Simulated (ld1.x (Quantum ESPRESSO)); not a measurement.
**An RRKJ potential for titanium, from input to tests**

Do these settings give a usable potential? It is generated, then checked for transferability, scattering, ghosts and hardness.

Method: ld1.x (Quantum ESPRESSO) 7.5, PBE, scalar-relativistic.

### Step 1. The atom and the settings

The settings as typed:

- element: titanium (Ti, Z = 22)
- type: norm-conserving RRKJ (Kleinman–Bylander form)
- frozen core: [Ar]
- valence charge: 4
- reference configuration: 3d2 4s1 4p1
- partial waves: 4p (bound): rc 2.65 bohr; 3d (bound): rc 2.20 bohr; 4f channel at -0.05 Ry: rc 2.80 bohr; 4s (bound): rc 2.40 bohr
- local potential: the s channel
- core correction: Bessel-smoothed model core, default radius (core density twice the valence density)

An earlier all-electron run gives the scale for the radii.

All-electron outer shells of the reference configuration (PBE, scalar-relativistic, ld1.x):

```tsv
shell	level (eV)	outermost node (bohr)	outermost maximum (bohr)
3s	-63.97	0.40	0.87
3p	-40.20	0.37	0.90
3d	-5.49	–	0.98
4s	-5.22	1.24	2.88
4p	-2.07	1.38	3.75
```

### Step 2. Generation

Contents of Ti.in:

```
 &input
   title='Ti', zed=22., rel=1, dft='PBE', iswitch=3,
   config='[Ar] 3d2 4s1 4p1 4f-2',
   nld=4, rlderiv=3.05, eminld=-2.0, emaxld=5.0, deld=0.02
 /
 &inputp
   pseudotype=2, tm=.false., rho0=0.001, lloc=0,
   nlcc=.true., new_core_ps=.true.,
   file_pseudopw='Ti.UPF', file_wfcaegen='ae.wfc', file_wfcncgen='nc.wfc', file_beta='beta', file_chi='chi'
 /
4
4P  2  1   1.00   0.00  2.65  2.65  0.0
3D  3  2   2.00   0.00  2.20  2.20  0.0
4F  4  3  -2.00  -0.05  2.80  2.80  0.0
4S  1  0   1.00   0.00  2.40  2.40  0.0
 &test
   configts(1)='3d2 4s1 4p1'
 /
```

Launch:

```
$ ld1.x < Ti.in > Ti.out
```

Output in Ti.out (without the banner and most projector matrices):

```text
     Program LD1 v.7.5
     --------------------------- All-electron run ----------------------------

     Ti
     scalar relativistic calculation

     atomic number is 22.00
     dft =PBE   lsd =0 sic =0 latt =0  beta=0.20 tr2=1.0E-14
     Exchange-correlation= PBE
                           (   1   4   3   4   0   0   0)
     mesh =1177 r(mesh) = 100.37945 a.u. xmin = -7.00 dx = 0.01250
     1 Ry =  13.60569312 eV, c = 137.03599908

     n l     nl                  e(Ry)          e(Ha)          e(eV)
     1 0     1S 1( 2.00)      -357.9562      -178.9781     -4870.2418
     2 0     2S 1( 2.00)       -39.5596       -19.7798      -538.2358
     2 1     2P 1( 6.00)       -32.7482       -16.3741      -445.5613
     3 0     3S 1( 2.00)        -4.7018        -2.3509       -63.9714
     3 1     3P 1( 6.00)        -2.9545        -1.4772       -40.1975
     3 2     3D 1( 2.00)        -0.4032        -0.2016        -5.4857
     4 0     4S 1( 1.00)        -0.3839        -0.1920        -5.2238
     4 1     4P 1( 1.00)        -0.1525        -0.0762        -2.0746

     final scf error:  4.1E-15 reached in  24 iterations

     Etot =   -1706.905068 Ry,    -853.452534 Ha,  -23223.626541 eV

     Ekin =    1721.276835 Ry,     860.638417 Ha,   23419.164393 eV
     Encl =   -4056.051705 Ry,   -2028.025852 Ha,  -55185.394786 eV
     Eh   =     711.634521 Ry,     355.817260 Ha,    9682.280906 eV
     Exc  =     -83.764718 Ry,     -41.882359 Ha,   -1139.677053 eV

     normalization and overlap integrals

     s(1S/1S) =  1.000000  <r> =   0.0696  <r2> =    0.0065  r(max) =   0.0455
     s(2S/2S) =  1.000000  <r> =   0.3249  <r2> =    0.1249  r(max) =   0.2682
     s(2P/2P) =  1.000000  <r> =   0.2899  <r2> =    0.1037  r(max) =   0.2196
     s(3S/3S) =  1.000000  <r> =   1.0070  <r2> =    1.1698  r(max) =   0.8685
     s(3P/3P) =  1.000000  <r> =   1.0855  <r2> =    1.3886  r(max) =   0.9016
     s(3D/3D) =  1.000000  <r> =   1.5717  <r2> =    3.3268  r(max) =   0.9841
     s(4S/4S) =  1.000000  <r> =   3.4420  <r2> =   13.6361  r(max) =   2.8834
     s(4P/4P) =  1.000000  <r> =   4.6390  <r2> =   25.2035  r(max) =   3.7489

     ------------------------ End of All-electron run ------------------------

     --------------------- Generating NC pseudopotential ---------------------

      Generating local pot.: lloc=0, matching radius rcloc =   2.4000

      Computing core charge for nlcc:

       r > 1.75 : true rho core
      Core charge pseudized with two Bessel functions
      Integrated core pseudo-charge :   7.53

      Wfc   4P  rcut= 2.675  Estimated cut-off energy=       23.63 Ry
      This function has    0 nodes for 0 < r <    2.675

      Wfc   3D  rcut= 2.190  Estimated cut-off energy=       48.91 Ry
      This function has    0 nodes for 0 < r <    2.190

      Wfc   4F  rcut= 2.812  Estimated cut-off energy=       35.22 Ry
      This function has    0 nodes for 0 < r <    2.812

     ------------------- End of pseudopotential generation -------------------

     [... the all-electron block is printed once more ...]


     Computing logarithmic derivative in   3.05026
     Computing logarithmic derivative in   3.05026
     Computing the partial wave expansion
       no projector for channel:   0
     R is outside the sphere for l=    1 j= 0.00
     R is outside the sphere for l=    2 j= 0.00
     R is outside the sphere for l=    3 j= 0.00

     ---------------------- Testing the pseudopotential ----------------------

     Ti
     scalar relativistic calculation

     atomic number is 22.00   valence charge is  4.00
     dft =PBE   lsd =0 sic =0 latt =0  beta=0.20 tr2=1.0E-14
     mesh =1177 r(mesh) = 100.37945 xmin = -7.00 dx = 0.01250

     n l     nl             e AE (Ry)        e PS (Ry)    De AE-PS (Ry)
     3 2     3D   1( 2.00)       -0.40319       -0.40319        0.00000
     1 0     4S   1( 1.00)       -0.38394       -0.38394        0.00000
     2 1     4P   1( 1.00)       -0.15248       -0.15248       -0.00000

     eps = 6.9E-15  iter =  7

     Etot =   -1706.905068 Ry,    -853.452534 Ha,  -23223.626541 eV
     Etotps =   -16.289000 Ry,      -8.144500 Ha,    -221.623138 eV

     Ekin =      10.749088 Ry,       5.374544 Ha,     146.248791 eV
     Encl =      -7.958157 Ry,      -3.979078 Ha,    -108.276236 eV
     Ehrt =       5.412685 Ry,       2.706343 Ha,      73.643333 eV
     Ecxc =     -12.865246 Ry,      -6.432623 Ha,    -175.040585 eV
     (Ecc =      -9.788403 Ry,      -4.894201 Ha,    -133.178005 eV)
     Epseu=     -11.627371 Ry,      -5.813685 Ha,    -158.198441 eV

     ---------------------- End of pseudopotential test ----------------------
```

It took 2.3 s on 1 thread, shared host. (Generation and the later configuration tests together.)

Partial waves on a coarse radial grid (AE all-electron, PS pseudo):

```
r (bohr)    4p AE   4p PS
   0.140   0.1074  0.0022
   0.280   0.0651  0.0085
   0.420  -0.0498  0.0185
   0.560  -0.1429  0.0316
   0.700  -0.1889  0.0470
   0.840  -0.1914  0.0643
   0.980  -0.1622  0.0829
   1.120  -0.1136  0.1029
   1.260  -0.0547  0.1242
   1.400   0.0080  0.1473
   1.540   0.0704  0.1725
   1.680   0.1301  0.2000
   1.820   0.1856  0.2297
   1.960   0.2362  0.2614
   2.100   0.2817  0.2942
   2.240   0.3221  0.3271
   2.380   0.3576  0.3590
   2.520   0.3884  0.3886
   2.660   0.4148  0.4148
   2.800   0.4371  0.4371
   2.940   0.4555  0.4555
   3.080   0.4703  0.4703
   3.220   0.4816  0.4816
   3.360   0.4898  0.4898
   3.500   0.4951  0.4951
   3.640   0.4978  0.4978
```

### Step 3. Transferability test

Contents of Ti.test.in:

```
 &input
   title='Ti', zed=22., rel=1, dft='PBE', iswitch=2,
   config='[Ar] 3d2 4s1 4p1 4f-2'
 /
 &test
   file_pseudo='Ti.UPF', nconf=8,
   configts(1)='3d2 4s1 4p1',
   configts(2)='3d2 4s2 4p0',
   configts(3)='3d2 4s1 4p0',
   configts(4)='3d2 4s0 4p0',
   configts(5)='3d2 4s0 4p2',
   configts(6)='3d1 4s2 4p1',
   configts(7)='3d2 4s1.5 4p0',
   configts(8)='3d3 4s1 4p0'
 /
```

Launch:

```
$ ld1.x < Ti.test.in > Ti.test.out
```

Ti.test.out, the pseudopotential blocks:

```text
     ---------------------- Testing the pseudopotential ----------------------

     Ti
     scalar relativistic calculation

     atomic number is 22.00   valence charge is  4.00
     dft =PBE   lsd =0 sic =0 latt =0  beta=0.20 tr2=1.0E-14
     mesh =1177 r(mesh) = 100.37945 xmin = -7.00 dx = 0.01250

     n l     nl             e AE (Ry)        e PS (Ry)    De AE-PS (Ry)
     3 2     3D   1( 2.00)       -0.40319       -0.40319        0.00000
     1 0     4S   1( 1.00)       -0.38394       -0.38394        0.00000
     2 1     4P   1( 1.00)       -0.15248       -0.15248       -0.00000

     eps = 6.0E-15  iter = 14

     Etot =   -1706.905068 Ry,    -853.452534 Ha,  -23223.626540 eV
     Etotps =   -16.289001 Ry,      -8.144500 Ha,    -221.623142 eV

     Ekin =      10.749088 Ry,       5.374544 Ha,     146.248798 eV
     Encl =      -7.958157 Ry,      -3.979078 Ha,    -108.276237 eV
     Ehrt =       5.412686 Ry,       2.706343 Ha,      73.643338 eV
     Ecxc =     -12.865246 Ry,      -6.432623 Ha,    -175.040588 eV
     (Ecc =      -9.788403 Ry,      -4.894201 Ha,    -133.178005 eV)
     Epseu=     -11.627372 Ry,      -5.813686 Ha,    -158.198453 eV

     ---------------------- End of pseudopotential test ----------------------

     ---------------------- Testing the pseudopotential ----------------------

     Ti
     scalar relativistic calculation

     atomic number is 22.00   valence charge is  4.00
     dft =PBE   lsd =0 sic =0 latt =0  beta=0.20 tr2=1.0E-14
     mesh =1177 r(mesh) = 100.37945 xmin = -7.00 dx = 0.01250

     n l     nl             e AE (Ry)        e PS (Ry)    De AE-PS (Ry)
     3 2     3D   1( 2.00)       -0.31302       -0.31127       -0.00175
     1 0     4S   1( 2.00)       -0.32830       -0.32828       -0.00002
     2 1     4P   1( 0.00)       -0.10777       -0.10796        0.00019

     eps = 5.2E-15  iter = 12

     Etot =   -1707.131133 Ry,    -853.565567 Ha,  -23226.702321 eV
     Etotps =   -16.514955 Ry,      -8.257478 Ha,    -224.697415 eV
     dEtot_ae =      -0.226066 Ry
     dEtot_ps =      -0.225955 Ry,   Delta E=      -0.000111 Ry

     Ekin =      10.447577 Ry,       5.223789 Ha,     142.146528 eV
     Encl =      -8.383000 Ry,      -4.191500 Ha,    -114.056531 eV
     Ehrt =       5.724897 Ry,       2.862449 Ha,      77.891196 eV
     Ecxc =     -12.939691 Ry,      -6.469846 Ha,    -176.053470 eV
     (Ecc =      -9.788403 Ry,      -4.894201 Ha,    -133.178005 eV)
     Epseu=     -11.364738 Ry,      -5.682369 Ha,    -154.625137 eV

     ---------------------- End of pseudopotential test ----------------------

     ---------------------- Testing the pseudopotential ----------------------

     Ti
     scalar relativistic calculation

     atomic number is 22.00   valence charge is  4.00
     dft =PBE   lsd =0 sic =0 latt =0  beta=0.20 tr2=1.0E-14
     mesh =1177 r(mesh) = 100.37945 xmin = -7.00 dx = 0.01250

     n l     nl             e AE (Ry)        e PS (Ry)    De AE-PS (Ry)
     3 2     3D   1( 2.00)       -0.83550       -0.83287       -0.00264
     1 0     4S   1( 1.00)       -0.76075       -0.76093        0.00018
     2 1     4P   1( 0.00)       -0.48549       -0.48585        0.00036

     eps = 6.3E-16  iter = 12

     Etot =   -1706.591160 Ry,    -853.295580 Ha,  -23219.355616 eV
     Etotps =   -15.974958 Ry,      -7.987479 Ha,    -217.350375 eV
     dEtot_ae =       0.313907 Ry
     dEtot_ps =       0.314043 Ry,   Delta E=      -0.000135 Ry

     Ekin =      10.735272 Ry,       5.367636 Ha,     146.060823 eV
     Encl =      -6.116700 Ry,      -3.058350 Ha,     -83.221947 eV
     Ehrt =       3.935979 Ry,       1.967989 Ha,      53.551722 eV
     Ecxc =     -12.638419 Ry,      -6.319210 Ha,    -171.954451 eV
     (Ecc =      -9.788403 Ry,      -4.894201 Ha,    -133.178005 eV)
     Epseu=     -11.891090 Ry,      -5.945545 Ha,    -161.786522 eV

     ---------------------- End of pseudopotential test ----------------------

     ---------------------- Testing the pseudopotential ----------------------

     Ti
     scalar relativistic calculation

     atomic number is 22.00   valence charge is  4.00
     dft =PBE   lsd =0 sic =0 latt =0  beta=0.20 tr2=1.0E-14
     mesh =1177 r(mesh) = 100.37945 xmin = -7.00 dx = 0.01250

     n l     nl             e AE (Ry)        e PS (Ry)    De AE-PS (Ry)
     3 2     3D   1( 2.00)       -1.44648       -1.44872        0.00224
     1 0     4S   1( 0.00)       -1.24186       -1.24528        0.00342
     2 1     4P   1( 0.00)       -0.91224       -0.91514        0.00290

     eps = 5.5E-15  iter = 10

     Etot =   -1705.593615 Ry,    -852.796807 Ha,  -23205.783315 eV
     Etotps =   -14.976024 Ry,      -7.488012 Ha,    -203.759182 eV
     dEtot_ae =       1.311453 Ry
     dEtot_ps =       1.312977 Ry,   Delta E=      -0.001524 Ry

     Ekin =      10.979739 Ry,       5.489869 Ha,     149.386959 eV
     Encl =      -3.549826 Ry,      -1.774913 Ha,     -48.297849 eV
     Ehrt =       2.391266 Ry,       1.195633 Ha,      32.534838 eV
     Ecxc =     -12.311617 Ry,      -6.155808 Ha,    -167.508081 eV
     (Ecc =      -9.788403 Ry,      -4.894201 Ha,    -133.178005 eV)
     Epseu=     -12.485586 Ry,      -6.242793 Ha,    -169.875050 eV

     ---------------------- End of pseudopotential test ----------------------

     ---------------------- Testing the pseudopotential ----------------------

     Ti
     scalar relativistic calculation

     atomic number is 22.00   valence charge is  4.00
     dft =PBE   lsd =0 sic =0 latt =0  beta=0.20 tr2=1.0E-14
     mesh =1177 r(mesh) = 100.37945 xmin = -7.00 dx = 0.01250

     n l     nl             e AE (Ry)        e PS (Ry)    De AE-PS (Ry)
     3 2     3D   1( 2.00)       -0.48476       -0.48777        0.00301
     1 0     4S   1( 0.00)       -0.43039       -0.43075        0.00036
     2 1     4P   1( 2.00)       -0.18992       -0.18986       -0.00007

     eps = 6.1E-15  iter = 15

     Etot =   -1706.669001 Ry,    -853.334501 Ha,  -23220.414691 eV
     Etotps =   -16.052728 Ry,      -8.026364 Ha,    -218.408498 eV
     dEtot_ae =       0.236067 Ry
     dEtot_ps =       0.236272 Ry,   Delta E=      -0.000205 Ry

     Ekin =      11.057508 Ry,       5.528754 Ha,     150.445058 eV
     Encl =      -7.586859 Ry,      -3.793430 Ha,    -103.224476 eV
     Ehrt =       5.151275 Ry,       2.575638 Ha,      70.086672 eV
     Ecxc =     -12.806008 Ry,      -6.403004 Ha,    -174.234614 eV
     (Ecc =      -9.788403 Ry,      -4.894201 Ha,    -133.178005 eV)
     Epseu=     -11.868645 Ry,      -5.934322 Ha,    -161.481137 eV

     ---------------------- End of pseudopotential test ----------------------

     ---------------------- Testing the pseudopotential ----------------------

     Ti
     scalar relativistic calculation

     atomic number is 22.00   valence charge is  4.00
     dft =PBE   lsd =0 sic =0 latt =0  beta=0.20 tr2=1.0E-14
     mesh =1177 r(mesh) = 100.37945 xmin = -7.00 dx = 0.01250

     n l     nl             e AE (Ry)        e PS (Ry)    De AE-PS (Ry)
     3 2     3D   1( 1.00)       -0.68514       -0.70081        0.01566  !
     1 0     4S   1( 2.00)       -0.45729       -0.45763        0.00034
     2 1     4P   1( 1.00)       -0.18855       -0.18576       -0.00279

     eps = 8.6E-15  iter = 19

     Etot =   -1706.787734 Ry,    -853.393867 Ha,  -23222.030139 eV
     Etotps =   -16.162116 Ry,      -8.081058 Ha,    -219.896790 eV
     dEtot_ae =       0.117333 Ry
     dEtot_ps =       0.126885 Ry,   Delta E=      -0.009551 Ry

     Ekin =       6.535631 Ry,       3.267815 Ha,      88.921788 eV
     Encl =      -8.767588 Ry,      -4.383794 Ha,    -119.289107 eV
     Ehrt =       4.863671 Ry,       2.431835 Ha,      66.173614 eV
     Ecxc =     -12.301937 Ry,      -6.150969 Ha,    -167.376384 eV
     (Ecc =      -9.788403 Ry,      -4.894201 Ha,    -133.178005 eV)
     Epseu=      -6.491893 Ry,      -3.245946 Ha,     -88.326701 eV

     ---------------------- End of pseudopotential test ----------------------

     ---------------------- Testing the pseudopotential ----------------------

     Ti
     scalar relativistic calculation

     atomic number is 22.00   valence charge is  4.00
     dft =PBE   lsd =0 sic =0 latt =0  beta=0.20 tr2=1.0E-14
     mesh =1177 r(mesh) = 100.37945 xmin = -7.00 dx = 0.01250

     n l     nl             e AE (Ry)        e PS (Ry)    De AE-PS (Ry)
     3 2     3D   1( 2.00)       -0.56216       -0.55967       -0.00249
     1 0     4S   1( 1.50)       -0.53778       -0.53772       -0.00006
     2 1     4P   1( 0.00)       -0.28871       -0.28891        0.00019

     eps = 5.2E-15  iter = 12

     Etot =   -1706.915276 Ry,    -853.457638 Ha,  -23223.765429 eV
     Etotps =   -16.299109 Ry,      -8.149554 Ha,    -221.760671 eV
     dEtot_ae =      -0.010208 Ry
     dEtot_ps =      -0.010108 Ry,   Delta E=      -0.000100 Ry

     Ekin =      10.594057 Ry,       5.297029 Ha,     144.139495 eV
     Encl =      -7.296003 Ry,      -3.648001 Ha,     -99.267177 eV
     Ehrt =       4.811281 Ry,       2.405640 Ha,      65.460811 eV
     Ecxc =     -12.793476 Ry,      -6.396738 Ha,    -174.064109 eV
     (Ecc =      -9.788403 Ry,      -4.894201 Ha,    -133.178005 eV)
     Epseu=     -11.614968 Ry,      -5.807484 Ha,    -158.029691 eV

     ---------------------- End of pseudopotential test ----------------------

     ---------------------- Testing the pseudopotential ----------------------

     Ti
     scalar relativistic calculation

     atomic number is 22.00   valence charge is  4.00
     dft =PBE   lsd =0 sic =0 latt =0  beta=0.20 tr2=1.0E-14
     mesh =1177 r(mesh) = 100.37945 xmin = -7.00 dx = 0.01250

     n l     nl             e AE (Ry)        e PS (Ry)    De AE-PS (Ry)
     3 2     3D   1( 3.00)       -0.14076       -0.13052       -0.01024  !
     1 0     4S   1( 1.00)       -0.27407       -0.27895        0.00488
     2 1     4P   1( 0.00)       -0.08211       -0.08655        0.00444

     eps = 9.0E-16  iter = 16

     Etot =   -1707.049855 Ry,    -853.524927 Ha,  -23225.596471 eV
     Etotps =   -16.423805 Ry,      -8.211903 Ha,    -223.457256 eV
     dEtot_ae =      -0.144787 Ry
     dEtot_ps =      -0.134805 Ry,   Delta E=      -0.009982 Ry

     Ekin =      12.992789 Ry,       6.496395 Ha,     176.775905 eV
     Encl =      -7.995239 Ry,      -3.997620 Ha,    -108.780770 eV
     Ehrt =       6.233427 Ry,       3.116714 Ha,      84.810095 eV
     Ecxc =     -13.309683 Ry,      -6.654842 Ha,    -181.087465 eV
     (Ecc =      -9.788403 Ry,      -4.894201 Ha,    -133.178005 eV)
     Epseu=     -14.345100 Ry,      -7.172550 Ha,    -195.175022 eV

     ---------------------- End of pseudopotential test ----------------------
```

Excitation and ionisation energies from 3d2 4s1 4p1, with the error of the potential. The frozen-core shift comes from a second all-electron run, not shown, with the core orbitals held at their reference shape; it is that run's ΔE less the relaxed one.

| valence configuration | charge | ΔE all-electron (eV) | error AE − PS (meV) | frozen-core shift (meV) |
| --- | --- | --- | --- | --- |
| 3d2 4s2 4p0 | 0 | -3.076 | -1.5 | +0.5 |
| 3d2 4s1 4p0 | +1 | 4.271 | -1.8 | +0.7 |
| 3d2 4s0 4p0 | +2 | 17.843 | -21 | +8.7 |
| 3d2 4s0 4p2 | 0 | 3.212 | -2.8 | +1.1 |
| 3d1 4s2 4p1 | 0 | 1.596 | -130 | +290 |
| 3d2 4s1.5 4p0 | +0.5 | -0.139 | -1.4 | +0.4 |
| 3d3 4s1 4p0 | 0 | -1.970 | -136 | +96 |

### Step 4. Does it scatter like the atom?

Taken from the files of the generation run. The phase is arctan(r·u′/u) with u = r·R, unwrapped, with energies in Ry. A pole is an energy at which the radial function vanishes at the test radius. The pseudo phase is shifted by a multiple of π to meet the all-electron one at the reference energy. Levels narrower than the energy grid can be missing from the poles. The last column is the largest difference on the grid between −1 and +1 Ry.

```tsv
channel	radius (bohr)	reference (Ry)	poles AE	poles PS	window around the reference with phases within 0.05 rad (Ry)	largest difference near zero (rad)
s	3.05	-0.38	1.09	0.98, 4.59	below 1.7	0.016
p	3.05	-0.15	1.85	1.76	below 4.3	0.014
d	3.05	-0.40	-0.26, 3.13	-0.25, 4.64	below 0.3	0.267
f	3.05	-0.05	3.23	3.42	below 3.9	0.002
```

Phases (rad) along the scan:

```
E (Ry)    d AE    d PS    p AE    p PS
 -2.00   1.335   1.337   1.319   1.311
 -1.52   1.295   1.299   1.270   1.265
 -1.04   1.215   1.223   1.189   1.185
 -0.56   0.670   0.693   1.014   1.012
 -0.08  -1.743  -1.724   0.439   0.439
  0.40  -1.972  -1.908  -0.861  -0.874
  0.88  -2.395  -2.128  -1.326  -1.339
  1.36  -3.700  -2.700  -1.484  -1.497
  1.84  -4.373  -3.817  -1.569  -1.583
  2.32  -4.571  -4.317  -1.632  -1.647
  2.80  -4.666  -4.499  -1.692  -1.710
  3.28  -4.731  -4.589  -1.769  -1.790
  3.76  -4.787  -4.646  -1.902  -1.923
  4.24  -4.852  -4.686  -2.270  -2.242
  4.72  -4.950  -4.717  -3.594  -3.266
```

### Step 5. Cutoff and ghost test in a Bessel basis

A separate test, outside the generator: the pseudo-atom's Hamiltonian at the reference potential is diagonalised in spherical Bessel functions j_l(qr) that vanish at 20 bohr, with q² up to the cutoff.

All-electron valence levels (Ry): 4p -0.1525, 3d -0.4032, 4s -0.3839. The lowest levels of each channel (Ry) by cutoff; the last column sums, over occupied levels, occupation times the distance from the level at 400 Ry. A positive value at high cutoff is not a bound level.

| cutoff (Ry) | p #1 | d #1 | f #1 | s #1 | Σ f·Δε (mRy) |
| --- | --- | --- | --- | --- | --- |
| 8 | -0.1515 | 0.0139 | 0.0862 | -0.3816 | 837.5 |
| 12 | -0.1522 | 0.0099 | 0.0862 | -0.3832 | 827.2 |
| 18 | -0.1525 | -0.1100 | 0.0862 | -0.3838 | 586.5 |
| 30 | -0.1525 | -0.3898 | 0.0862 | -0.3839 | 26.9 |
| 35 | -0.1525 | -0.4020 | 0.0862 | -0.3839 | 2.3 |
| 40 | -0.1525 | -0.4029 | 0.0862 | -0.3839 | 0.6 |
| 50 | -0.1525 | -0.4031 | 0.0862 | -0.3839 | 0.2 |
| 400 | -0.1525 | -0.4032 | 0.0862 | -0.3839 | 0.0 |

The sum stays within 10 mRy from 35 Ry and within 1 mRy from 40 Ry. The sum leaves out empty levels, which can need more. Ghost test: no level below the all-electron spectrum of its channel (p, d, f, s tested).

### Step 6. What came out

```
                                                quantity                      value
               cutoffs for 10 and 1 mRy, occupied levels            35 Ry and 40 Ry
                                            bound ghosts                 none found
                            largest test error (AE − PS)  -136 meV, for 3d3 4s1 4p0
largest phase difference near zero energy, channels read                  0.267 rad
```

What this shows: The worst unpolarised test, 3d3 4s1 4p0, is off by 136 meV on 2.0 eV; by total energies transferability rates as poor. Freezing the core accounts for most of it. It counts as soft on the atom at that tolerance, with 35 Ry needed at the looser tolerance. The slowest occupied level is 3d: taken alone it needs 40 Ry to come within 1 mRy, against 12 Ry for 4s. It is free of bound ghosts as far as tested. Near zero energy the largest phase difference among the channels read is 0.27 rad, in the d channel.
